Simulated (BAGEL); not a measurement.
# A workflow on AlSiH5O2 (SMILES O[SiH2][O][AlH2])

We compute the energy (HF/cc-pVDZ), then the energy (NEVPT2(2,2)/cc-pVDZ) of AlSiH5O2. 

The calculation is run with BAGEL 1.2.2.

2 further runs of the same task are left out: 2 set aside as unsound or not needed.

## 1. The system as given

The species is AlSiH5O2 (9 atoms), meant as a singlet with charge 0. SMILES: `O[SiH2][O][AlH2]`. The Si2–H7 distance was set to 1.710 Å, away from the relaxed value.

Bond lengths: O1–Si2 1.642 Å, Si2–O3 1.619 Å, O3–Al4 1.683 Å, O1–H5 0.958 Å, Si2–H6 1.480 Å, Al4–H8 1.580 Å, Al4–H9 1.579 Å. Angles: O1–Si2–O3 112.5°, Si2–O3–Al4 173.6°, O1–Si2–H6 104.7°, O3–Si2–H6 110.1°, Si2–O1–H5 117.9°, O3–Al4–H8 117.8°, O3–Al4–H9 118.1°, H8–Al4–H9 124.1°. A long bond or contact: Si2–H7 1.710 Å.

## 2. The energy at HF/cc-pVDZ (density fitting with svp-jkfit) (run 1)

Input file job.json:

```json
{ "bagel": [

{
  "title": "molecule",
  "basis": "cc-pvdz.json",
  "df_basis": "svp-jkfit",
  "angstrom": true,
  "geometry": [
    { "atom": "O", "xyz": [   -0.718541,    1.774160,   -1.100331 ] },
    { "atom": "Si", "xyz": [    0.249559,    1.141460,    0.064769 ] },
    { "atom": "O", "xyz": [    0.327359,   -0.474140,   -0.004431 ] },
    { "atom": "Al", "xyz": [    0.402259,   -2.135740,   -0.262731 ] },
    { "atom": "H", "xyz": [   -1.664241,    1.650560,   -1.013031 ] },
    { "atom": "H", "xyz": [    1.582659,    1.727560,   -0.197131 ] },
    { "atom": "H", "xyz": [   -0.337300,    1.564900,    1.614200 ] },
    { "atom": "H", "xyz": [   -0.882941,   -2.850940,   -0.838931 ] },
    { "atom": "H", "xyz": [    1.742159,   -2.885840,    0.103269 ] }
  ]
},
{ "title": "hf" },
{ "title": "print", "file": "orbitals.molden", "orbitals": true }

]}
```

The basis set cc-pVDZ is read from a file made from the Basis Set Exchange's data (not shown).

Launch:

```console
BAGEL_NUM_THREADS=1 BAGEL job.json > job.out
```

The log of the run:

```text
* using 1 threads per process

  ===============================================================
  ===============================================================

  *** Geometry ***

  { "atom" : "O", "xyz" : [     -1.357846,      3.352677,     -2.079324 ] },
  { "atom" : "Si", "xyz" : [      0.471598,      2.157047,      0.122396 ] },
  { "atom" : "O", "xyz" : [      0.618619,     -0.895995,     -0.008373 ] },
  { "atom" : "Al", "xyz" : [      0.760159,     -4.035964,     -0.496490 ] },
  { "atom" : "H", "xyz" : [     -3.144960,      3.119106,     -1.914351 ] },
  { "atom" : "H", "xyz" : [      2.990792,      3.264615,     -0.372524 ] },
  { "atom" : "H", "xyz" : [     -0.637405,      2.957232,      3.050396 ] },
  { "atom" : "H", "xyz" : [     -1.668517,     -5.387496,     -1.585350 ] },
  { "atom" : "H", "xyz" : [      3.292203,     -5.453447,      0.195150 ] },

  Number of auxiliary basis functions:      500

  Since a DF basis is specified, we compute 2- and 3-index integrals:
    o Being stored without compression. Storage requirement is 0.032 GB

  Number of basis functions:       89
  Number of electrons      :       48

    * METHOD: MOLECULE                             0.27

  *** RHF ***

  === Nuclear Repulsion ===
   208.4452621200

      * DIIS with orbital gradients will be used.

  === RHF iteration (cc-pvdz.json) ===
      0       -683.25620170          0.01875165           0.08
      1       -683.44811833          0.01452262           0.08
      2       -683.60458051          0.00128957           0.09
      3       -683.60616168          0.00054574           0.08
      4       -683.60640475          0.00011162           0.08
      5       -683.60641634          0.00002282           0.08
      6       -683.60641689          0.00000690           0.08
      7       -683.60641697          0.00000191           0.08
      8       -683.60641698          0.00000060           0.09
      9       -683.60641698          0.00000023           0.08
     10       -683.60641698          0.00000007           0.08
     11       -683.60641698          0.00000003           0.08
     12       -683.60641698          0.00000001           0.08
    * SCF iteration converged.

    * Permanent dipole moment:
           (    0.367663,     0.459851,    -0.035831) a.u.

    * METHOD: HF                                   1.26

    * METHOD: PRINT                                0.02

  ===============================================================
```

Run time: 1.7 s. Hardware: 1 thread of Arm Neoverse V1, shared host; peak memory 0.14 GiB.

## 3. The energy at NEVPT2(2,2)/cc-pVDZ (density fitting with svp-jkfit) (run 2)

Input file input.json:

```json
{ "bagel" : [

{
  "title" : "molecule",
  "basis" : "cc-pvdz.json",
  "df_basis" : "svp-jkfit",
  "angstrom" : "true",
  "geometry" : [
    { "atom" : "O", "xyz" : [   -0.718541,    1.774160,   -1.100331 ] },
    { "atom" : "Si", "xyz" : [    0.249559,    1.141460,    0.064769 ] },
    { "atom" : "O", "xyz" : [    0.327359,   -0.474140,   -0.004431 ] },
    { "atom" : "Al", "xyz" : [    0.402259,   -2.135740,   -0.262731 ] },
    { "atom" : "H", "xyz" : [   -1.664241,    1.650560,   -1.013031 ] },
    { "atom" : "H", "xyz" : [    1.582659,    1.727560,   -0.197131 ] },
    { "atom" : "H", "xyz" : [   -0.337300,    1.564900,    1.614200 ] },
    { "atom" : "H", "xyz" : [   -0.882941,   -2.850940,   -0.838931 ] },
    { "atom" : "H", "xyz" : [    1.742159,   -2.885840,    0.103269 ] }
  ]
},
{
  "title" : "hf"
},
{
  "title" : "nevpt2",
  "nstate" : 1,
  "nact" : 2,
  "nclosed" : 23,
  "active" : [24, 29],
  "maxiter" : 200,
  "natocc" : "true",
  "ncore" : 12
},
{
  "title" : "print",
  "file" : "orbitals.molden",
  "orbitals" : "true"
}

]}
```

The basis set cc-pVDZ is read from a file made from the Basis Set Exchange's data (not shown).

Launch:

```console
BAGEL_NUM_THREADS=1 BAGEL input.json > input.out
```

The log of the run:

```text
* using 1 threads per process

  ===============================================================
  ===============================================================

  *** Geometry ***

  { "atom" : "O", "xyz" : [     -1.357846,      3.352677,     -2.079324 ] },
  { "atom" : "Si", "xyz" : [      0.471598,      2.157047,      0.122396 ] },
  { "atom" : "O", "xyz" : [      0.618619,     -0.895995,     -0.008373 ] },
  { "atom" : "Al", "xyz" : [      0.760159,     -4.035964,     -0.496490 ] },
  { "atom" : "H", "xyz" : [     -3.144960,      3.119106,     -1.914351 ] },
  { "atom" : "H", "xyz" : [      2.990792,      3.264615,     -0.372524 ] },
  { "atom" : "H", "xyz" : [     -0.637405,      2.957232,      3.050396 ] },
  { "atom" : "H", "xyz" : [     -1.668517,     -5.387496,     -1.585350 ] },
  { "atom" : "H", "xyz" : [      3.292203,     -5.453447,      0.195150 ] },

  Number of auxiliary basis functions:      500

  Since a DF basis is specified, we compute 2- and 3-index integrals:
    o Being stored without compression. Storage requirement is 0.032 GB

  Number of basis functions:       89
  Number of electrons      :       48

    * METHOD: MOLECULE                             0.27

  *** RHF ***

  === Nuclear Repulsion ===
   208.4452621200

      * DIIS with orbital gradients will be used.

  === RHF iteration (cc-pvdz.json) ===
      0       -683.25620170          0.01875165           0.08
      1       -683.44811833          0.01452262           0.07
      2       -683.60458051          0.00128957           0.07
      3       -683.60616168          0.00054574           0.08
      4       -683.60640475          0.00011162           0.07
      5       -683.60641634          0.00002282           0.07
      6       -683.60641689          0.00000690           0.07
      7       -683.60641697          0.00000191           0.07
      8       -683.60641698          0.00000060           0.07
      9       -683.60641698          0.00000023           0.07
     10       -683.60641698          0.00000007           0.08
     11       -683.60641698          0.00000003           0.08
     12       -683.60641698          0.00000001           0.08
    * SCF iteration converged.

    * Permanent dipole moment:
           (    0.367663,     0.459851,    -0.035831) a.u.

    * METHOD: HF                                   1.17

    * freezing 12 orbitals
  ---------------------------
      CASSCF calculation
  ---------------------------

    ==== Active orbitals : =====
         Orbital 24
         Orbital 29
    ============================

    * nstate   :      1
    * nclosed  :     23
    * nact     :      2
    * nvirt    :     64
  === CASSCF iteration (cc-pvdz.json) ===

    * Using the second-order algorithm

      0  0      -683.60697225     1.26e-04      0.02

      1  0      -683.61891195     9.57e-04      0.37

      2  0      -683.62327171     2.49e-04      0.41

      3  0      -683.62349270     5.91e-05      0.44

      4  0      -683.62349651     1.55e-05      0.44

      5  0      -683.62349664     3.67e-06      0.46

      6  0      -683.62349664     8.31e-07      0.45

      7  0      -683.62349664     1.85e-07      0.44

      8  0      -683.62349664     4.07e-08      0.41

      9  0      -683.62349664     8.92e-09      0.38

    * Second-order optimization converged. *

     guess   0:   closed 1.                   open ..

  === FCI iteration ===

      0  0      -683.60608834     6.95e-02      0.00
      1  0      -683.62349400     6.72e-04      0.00
      2  0 *    -683.62349664     2.40e-16      0.00

     * ci vector, state   0, <S^2> = 0.0000
       2.     0.9922577217
       .2    -0.1241958682

  === DF-NEVPT2 calculation ===

    * 3-index integral transformation done
    * assembly done

      NEVPT2 correlation energy:   -0.5161013241      0.19

          (+0)     -0.4815673606
          (+0)'    -0.0032013368
          (+1)     -0.0101387550
          (+1)'    -0.0000000000
          (+2)     -0.0001995379
          (-1)     -0.0122898395
          (-1)'     0.0000000000
          (-2)     -0.0087044944

      NEVPT2 total energy:       -684.1395979691

    * METHOD: NEVPT2                               4.36

    * METHOD: PRINT                                0.02

  ===============================================================
```

Run time: 6 s. Hardware: 1 thread of Arm Neoverse V1, shared host; peak memory 0.14 GiB.

## 4. What came out

| quantity | value |
| --- | --- |
| run 1, HF/cc-pVDZ: total energy | -683.60642 Eh |
| run 1, HF/cc-pVDZ: dipole moment | 1.50 D |
| run 1, HF/cc-pVDZ: HOMO energy | -11.43 eV |
| run 1, HF/cc-pVDZ: LUMO energy | 1.48 eV |
| run 1, HF/cc-pVDZ: HOMO–LUMO gap | 12.91 eV |
| run 2, NEVPT2(2,2)/cc-pVDZ: total energy | -684.13960 Eh |
